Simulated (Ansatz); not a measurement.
Ta3AsAu2O13:

```xyz
19
Lattice="5.2424 3.0267 4.1427 -5.2424 3.0267 4.1427 0.0000 -6.0534 4.1427" Properties=species:S:1:pos:R:3 pbc="T T T"
Ta   -1.7887    1.0327    4.2854
Ta    0.0000   -2.0655    4.2854
Ta    1.7887    1.0327    4.2854
As    0.0000    0.0000    6.9446
Au    0.0000    0.0000   12.0005
Au    0.0000    0.0000    9.3342
O    -1.3566    0.7832    6.1532
O     0.0000   -1.5665    6.1532
O     1.3566    0.7832    6.1532
O     2.5380   -0.6359    3.6068
O    -0.7183    2.5159    3.6068
O    -1.8197   -1.8800    3.6068
O     1.8197   -1.8800    3.6068
O    -2.5380   -0.6359    3.6068
O     0.7183    2.5159    3.6068
O    -3.3469    1.9323    4.0073
O     0.0000   -3.8647    4.0073
O     3.3469    1.9323    4.0073
O     0.0000    0.0000    3.8329
```

The cell was built by a generator and needn't be a form met in nature.

- Program: Ansatz 0.2.0
- Task: relaxation of cell and atoms
- Functional: revPBE
- Potentials or basis: Ansatz PAW
- Cutoff: 420 eV (not typed: the program's choice for these potentials)
- k mesh: 3 × 3 × 3
- Occupations: fermi-dirac, width 0.05 eV
- Spin: no spin polarisation

At the start: volume 20.76 Å³/atom.

Q: Where does the relaxation end?

A: It ends after 11 steps and the volume is 21.46 Å³/atom (+3.4 %); space group R3m (No. 160, to 0.05 Å).

Step by step:
| step | energy change (eV) | largest force (eV/Å) | volume (Å³) |
| --- | --- | --- | --- |
| 1 | 0.0000 | 0.1625 | 394.40 |
| 2 | -0.0139 | 0.1704 | 406.54 |
| 3 | -0.0212 | 0.0766 | 405.81 |
| 4 | -0.0221 | 0.0378 | 405.83 |
| 5 | -0.0220 | 0.0124 | 405.91 |
| 6 | -0.0221 | 0.0037 | 405.88 |
| 7 | -0.0530 | 0.0041 | 405.88 |
| 8 | -0.0489 | 0.0307 | 407.79 |
| 9 | -0.0490 | 0.0167 | 407.90 |
| 10 | -0.0495 | 0.0034 | 407.70 |
| 11 | -0.0548 | 0.0035 | 407.70 |

Final structure:
```xyz
19
Lattice="5.2832 3.0503 4.2165 -5.2832 3.0503 4.2165 0.0000 -6.1005 4.2165" Properties=species:S:1:pos:R:3 pbc="T T T"
Ta   -1.7970    1.0375    4.3685
Ta    0.0000   -2.0750    4.3685
Ta    1.7970    1.0375    4.3685
As    0.0000    0.0000    7.0336
Au    0.0000    0.0000   12.1702
Au    0.0000    0.0000    9.4517
O    -1.3667    0.7891    6.2482
O     0.0000   -1.5782    6.2482
O     1.3667    0.7891    6.2482
O     2.5513   -0.6384    3.6937
O    -0.7228    2.5286    3.6937
O    -1.8285   -1.8903    3.6937
O     1.8285   -1.8903    3.6937
O    -2.5513   -0.6384    3.6937
O     0.7228    2.5286    3.6937
O    -3.3565    1.9379    4.0798
O     0.0000   -3.8758    4.0797
O     3.3565    1.9379    4.0798
O     0.0000    0.0000    3.9130
```

Caveat: the plane-wave basis is chosen anew once the cell has moved, so the energies of steps on either side of that aren't comparable; the pressure holds a Pulay correction of +0.4 GPa for the finite cutoff; the PAW data sets come from PBE, with cores solved anew for the run's functional, which leaves a small shift of forces and pressure.
